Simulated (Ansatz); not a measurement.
# AlGa5N6: a trial structure relaxed

The task: take a trial cell of AlGa5N6 to zero force and stress.

Program: Ansatz 0.2.0. Level of theory: DFT PBE, scalar-relativistic, plane waves, PAW. These are calculated values, not measurements.

### Step 1. The structure to begin with

Symmetry: P4/mmm, No. 123, tetragonal system. Conventional cell: a = 3.422 Å, b = 3.422 Å, c = 14.520 Å, α = 90.00°, β = 90.00°, γ = 90.00°. Al (site symmetry 4/mmm) has 6 N at 2.42 Å as nearest neighbours. Around Ga (site symmetry 4mm) lie 6 N at 2.42 Å. Ga (site symmetry 4/mmm) is surrounded by 6 N at 2.42 Å. Around N (site symmetry 4/mmm) lie 6 Ga at 2.42 Å. Around N (site symmetry 4mm) lie 6 Ga at 2.42 Å. N (site symmetry 4mm) has 5 Ga at 2.42 Å and 1 Al at 2.42 Å as nearest neighbours. N (site symmetry 4/mmm) is surrounded by 4 Al at 2.42 Å and 2 Ga at 2.42 Å.

Coordinates:

```xyz
12
Lattice="3.4224 0.0000 0.0000 0.0000 3.4224 0.0000 0.0000 0.0000 14.5202" Properties=species:S:1:pos:R:3 pbc="T T T"
Al    0.0000    0.0000    0.0000
Ga    0.0000    0.0000    9.6801
Ga    1.7112    1.7112    7.2601
Ga    0.0000    0.0000    4.8401
Ga    1.7112    1.7112    2.4200
Ga    1.7112    1.7112   12.1001
N     0.0000    0.0000    7.2601
N     1.7112    1.7112    4.8401
N     0.0000    0.0000    2.4200
N     1.7112    1.7112    0.0000
N     0.0000    0.0000   12.1001
N     1.7112    1.7112    9.6801
```

The start is an ordering of an alloy on its end members' structure types: elements ordered on the sites of the AlN type, Al/Ga on Al (P4/mmm, No. 123).

### Step 2. The guess as it stands, on a coarse mesh

File input.yaml:

```yaml
crystal:
  lattice:
    - [3.42243542, 0.0, 0.0]
    - [0.0, 3.42243542, 0.0]
    - [0.0, 0.0, 14.52016374]
  atoms:
    - { symbol: Al, position: [0.0, 0.0, 0.0] }
    - { symbol: Ga, position: [0.0, 0.0, 0.66666667] }
    - { symbol: Ga, position: [0.5, 0.5, 0.5] }
    - { symbol: Ga, position: [0.0, 0.0, 0.33333333] }
    - { symbol: Ga, position: [0.5, 0.5, 0.16666667] }
    - { symbol: Ga, position: [0.5, 0.5, 0.83333333] }
    - { symbol: "N", position: [0.0, 0.0, 0.5] }
    - { symbol: "N", position: [0.5, 0.5, 0.33333333] }
    - { symbol: "N", position: [0.0, 0.0, 0.16666667] }
    - { symbol: "N", position: [0.5, 0.5, 0.0] }
    - { symbol: "N", position: [0.0, 0.0, 0.83333333] }
    - { symbol: "N", position: [0.5, 0.5, 0.66666667] }
basis:
  ecutwfc: 420
kpoints:
  mp_grid: { grid: [6, 6, 2] }
hamiltonian:
  xc: pbe
scf:
  occupations: { method: gaussian, width: 0.1 }
  lower_state_search: "off"
output:
  forces: true
  stress: true
  eigenvalues: true
```

Launch:

```bash
> ansatz run input.yaml --threads 1 --pin off --max-ram 2560MiB --backend cpu --events-out ev --progress --plain --runs-dir out
```

The session goes on with these runs: spin check on a coarse mesh; a loose first relaxation; full relaxation.

**Question.** What will these runs give? Wanted: conventional cell; volume; energy over the elements; gap on the mesh.

The runs gave:

| quantity | value |
| --- | --- |
| symmetry at the end (tolerance 0.02 Å) | space group P4/mmm (No. 123) |
| conventional cell | a = 2.995 Å, b = 2.995 Å, c = 12.725 Å, α = 90.00°, β = 90.00°, γ = 90.00° |
| volume | 9.52 Å³/atom |
| energy over the elements (uncorrected; H, N, O, F and Cl as molecules) | -0.16 eV/atom |
| gap on the mesh | 0.51 eV |

In words: The space group P4/mmm (No. 123) is kept, and the volume per atom shrinks by 32.9 % from the first guess. It lies below the elements, which doesn't yet make it stable: competing phases were not computed in this session. No finished test with a distortion of lower symmetry is shown, so the end may be a saddle point. Other magnetic orders were not searched.
